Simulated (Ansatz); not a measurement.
Working through vertical spin-state energies of B3H6NO, SMILES BNBOB

Computed with Ansatz 0.2.0, Python API.

`b3h6no.xyz`
```text
11

B    -1.16700    1.01520   -1.06000
N    -1.33180   -0.37950   -0.46960
B     0.05610   -1.00660   -0.37290
O     0.61620   -1.37270    0.93040
B     1.44270   -0.23570    1.33690
H    -0.83160    1.14900   -2.18590
H    -1.30340    1.97130   -0.37790
H    -1.68640   -0.25840    0.50590
H     0.63590   -1.30450   -1.36100
H     0.97610    0.63300    1.98920
H     2.59300   -0.21110    1.06490
```

Notebook, run cell by cell (the value of a cell's last expression is shown):

**Cell 1**
```python
import ansatz as az
```

**Cell 2**
```python
BASIS_SET = "cc-pVDZ"
FUNCTIONAL = "HF"

b3h6no = az.Crystal.molecule_from_extxyz("b3h6no.xyz")
```

**Cell 3**
```python
setup = b3h6no.calculation().basis(gaussian=BASIS_SET).functional(FUNCTIONAL)
found = {}
for unpaired in [0, 2]:
    report = setup.spin("collinear", total=unpaired).run(threads=1, backend="cpu").report
    s = unpaired / 2
    found[unpaired] = report["free_energy_ev"]
    print(f"2S+1 = {unpaired + 1}: E = {found[unpaired]:.5f} eV, <S^2> = {abs(report['mean_field']['state']['spin_squared']):.3f} (pure state {s * (s + 1):.2f})")
lowest = min(found, key=found.get)
for unpaired, e in found.items():
    print(f"multiplicity {unpaired + 1}: {23.060548 * (e - found[lowest]):.1f} kcal/mol above the lowest")
```
Output:
```text
2S+1 = 1: E = -5631.24093 eV, <S^2> = 0.000 (pure state 0.00)
2S+1 = 3: E = -5627.17280 eV, <S^2> = 2.016 (pure state 2.00)
multiplicity 1: 0.0 kcal/mol above the lowest
multiplicity 3: 93.8 kcal/mol above the lowest
```

In order: multiplicity 1 (+0.00 eV) and multiplicity 3 (+4.07 eV), all at the one geometry.

Reading the output:
- Total energies depend on the basis set; only differences at equal settings carry meaning.
- The geometry is a force-field or estimated start, not a minimum of this method, and the basis set is short of its limit. All parts are taken at fixed geometry, without zero-point energy.
- Hartree-Fock leaves correlation out, so it favours high-spin states too much.
- The whole script took 8.2 s on 1 thread of Arm Neoverse V1 (shared host), peak memory 0.27 GiB.
